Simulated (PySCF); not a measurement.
# C₆H₉Al: electronic excitations

Wanted: the electronic excitations of C₆H₉Al (`C#CCC/C=[CH]/[AlH2]`), by calculation.

The runs use PySCF 2.14.0, with density-fitted response routines of our own; the level of theory stands in each step. All values are computed, except where a source is named. Atoms are numbered from 0 throughout.

### 1 The molecule as given

16 atoms, charge 0, multiplicity 1; geometry from: GFN2-xTB.

Bonds of the start (Å): C0–C1 1.20, C1–C2 1.45, C2–C3 1.54, C3–C4 1.50, C4–C5 1.34, C5–Al6 1.97, C0–H7 1.05, C2–H8 1.09, C2–H9 1.09, C3–H10 1.09, C3–H11 1.09, C4–H12 1.09, C5–H13 1.09, Al6–H14 1.55, Al6–H15 1.55.

### 2 TDDFT and polarisability: CAM-B3LYP/def2-SVPD

Job settings and geometry (Å):

```
{"job": {"kind": "uv", "xc": "CAM-B3LYP", "basis": "def2-SVPD", "nstates": 8, "ntriplets": 3}, "charge": 0, "multiplicity": 1}
C     -3.961846     0.365568     0.219888
C     -2.789358     0.552911     0.367970
C     -1.363286     0.741703     0.531947
C     -0.571604    -0.383920    -0.155917
C      0.899364    -0.166786    -0.000399
C      1.780315    -1.005240     0.561406
Al     3.591202    -0.223592     0.552379
H     -4.993483     0.217383     0.102146
H     -1.077253     1.708038     0.105947
H     -1.124470     0.755864     1.599866
H     -0.860664    -1.347561     0.270559
H     -0.829209    -0.391824    -1.219873
H      1.259348     0.791969    -0.380036
H      1.398904    -1.955980     0.935878
H      3.721945     1.212898    -0.024882
H      4.912495    -0.862487     1.056678
```

Method: TDDFT CAM-B3LYP/def2-SVPD, vertical, gas phase, core orbitals frozen in the response.

The run is started by

```
$ OMP_NUM_THREADS=1 python probes_run.py task.json out
```

The driver reads the jobs from task.json and runs them one after another.

What will the session give for the following? lowest singlet (CAM-B3LYP/def2-SVPD); brightest single state of those computed; lowest triplet. Wanted: lowest singlet; brightest single state of those computed; lowest triplet.

As calculated:

| quantity | value |
| --- | --- |
| lowest singlet (CAM-B3LYP/def2-SVPD) | 5.22 eV (237 nm), f = 0.001 |
| brightest single state of those computed | state 3, 5.81 eV, f = 0.296 |
| lowest triplet | 4.11 eV |

The first singlet state (HOMO−2→LUMO 0.44, HOMO−3→LUMO 0.38) lies at 5.22 eV and is dark; of the 8 states computed, the strongest absorption comes from state 3 at 5.81 eV. The lowest triplet lies 1.11 eV below the lowest singlet (triplets in Tamm-Dancoff, singlets in full TDDFT).
